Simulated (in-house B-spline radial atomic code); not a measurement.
**P⁺: ionisation energy by several methods**

The task here is to estimate one member of a computed series from the others.

Program: in-house B-spline radial atomic code version 1. Level of theory: Dirac-Coulomb, several functionals; spherical all-electron atom at the radial basis limit. These are calculated values, not measurements, unless marked.

### The system

| Item | Value |
| --- | --- |
| element | phosphorus (Z = 15) |
| charge | +1 |
| electrons | 14 |
| configuration | [Ne] 3s2 3p2 |
| nucleus | Fermi, rms radius 3.189 fm |

The outer shells:

[Ne] 3s2 3p2
```
[Ne] core
3s [↑↓]
3p [↑ ][↑ ][  ]
```

The boxes only draw the filling; these runs are spin-restricted and spherical.

The first run:

Input settings:

```ini
Z = 15
electrons = 14.0
configuration = [Ne] 3s2 3p2
hamiltonian = dirac
method = lda,vwn
spin_polarised = False
nucleus = fermi
rms_radius = 3.1889
mass_number = 31
atomic_mass = 30.97376199768
speed_of_light = 137.035999084
```

Steps of the session up to this table: LDA (VWN5); BP86; PBEsol; AM05; BLYP; PW91.

One table of the session follows, with a row left open; its other results are not shown here.

```
    method  ΔSCF (eV)  with Breit, QED, recoil (eV)
LDA (VWN5)     19.246                        19.244
      BP86     19.248                        19.246
    PBEsol     19.112                        19.110
      AM05     19.094                        19.092
      BLYP          ?                             ?
      PW91     19.207                        19.206
```

Q: Estimate the row for BLYP from the others.

As computed: ΔSCF (eV): 19.012; with Breit, QED, recoil (eV): 19.010. In the column «ΔSCF (eV)» it is the lowest.
